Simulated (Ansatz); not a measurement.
An input for Ansatz 0.2.0 (NaLaMnMoO6):

The input input.yaml:

```yaml
crystal:
  lattice:
    - [0.0, 3.86259, 3.86259]
    - [3.86259, 0.0, 3.86259]
    - [3.86259, 3.86259, 0.0]
  atoms:
    - { symbol: Na, position: [0.25, 0.25, 0.25] }
    - { symbol: La, position: [0.75, 0.75, 0.75] }
    - { symbol: Mn, position: [0.5, 0.5, 0.5], spin: 4.0 }
    - { symbol: Mo, position: [0.0, 0.0, 0.0], spin: 1.0 }
    - { symbol: O, position: [0.74662, 0.25338, 0.25338] }
    - { symbol: O, position: [0.25338, 0.25338, 0.74662] }
    - { symbol: O, position: [0.25338, 0.74662, 0.25338] }
    - { symbol: O, position: [0.74662, 0.25338, 0.74662] }
    - { symbol: O, position: [0.74662, 0.74662, 0.25338] }
    - { symbol: O, position: [0.25338, 0.74662, 0.74662] }
hamiltonian:
  xc:
    exchange: r2scan
    correlation: r2scan
    exx: { coeff: inverse_dielectric }
  pseudopotentials: { kind: paw }
magnetization:
  spin_polarized: true
kpoints:
  mp_grid: { grid: [3, 3, 3] }
scf:
  occupations: { method: fermi_dirac, width: 0.05 }
output:
  forces: true
  stress: true
  eigenvalues: true
```

Potentials or basis: Ansatz PAW.

Launch:

```bash
$ ansatz run input.yaml --threads 8 --pin off --max-ram 20480MiB --backend cpu --events-out ev --progress --plain --runs-dir out
```

How does this run end?

The run stopped without a result. It printed:

Output:

```text
Warning: output.stress: scf.convergence.dr2_threshold = 1e-7 eV (the SCF's general default) is looser than the 1e-9 eV advised for a printed stress (1e-10 eV for each atom of the cell: 10). What an SCF threshold leaves in a stress goes as its square root, and in the free energy as the threshold itself, and one threshold admits the most on a small cell: of the crystals measured, under no hybrid functional and no lock of the moments, on runs that ended without the residual-converged pass, on stresses that held no estimate of that error, the worst erred by over 100 MPa in a component at 1e-7 eV an atom and by under 5 at 1e-10. Set scf.convergence.dr2_threshold to 1e-9 eV or tighter. The threshold is an SCF's pass mark: one that does not reach it within its budget of iterations ends unconverged, or closes short of it on a stop that the run arms, and scf.convergence.dr2_threshold's page says what that costs each kind of run
Warning: output.stress: scf.exx.energy_threshold = 1e-6 eV is looser than the 1e-7 eV advised for a stress under a hybrid functional (1e-8 eV for each atom of the cell: 10). Every SCF of the exchange loop can meet its threshold on dr2 while the loop round them stops early: no threshold on dr2 bounds what that leaves in the stress. Set scf.exx.energy_threshold to 1e-7 eV or tighter. The threshold is the loop's pass mark: a loop that does not reach it within its budget of cycles ends unconverged, and scf.exx.energy_threshold's page has the law
Error: inconsistent input (hamiltonian.xc.exx): inverse_dielectric: a primitive cell of the crystal, on which the dielectric tensor is taken, has no even number of electrons, as an insulator without a net moment has; type the fraction
```
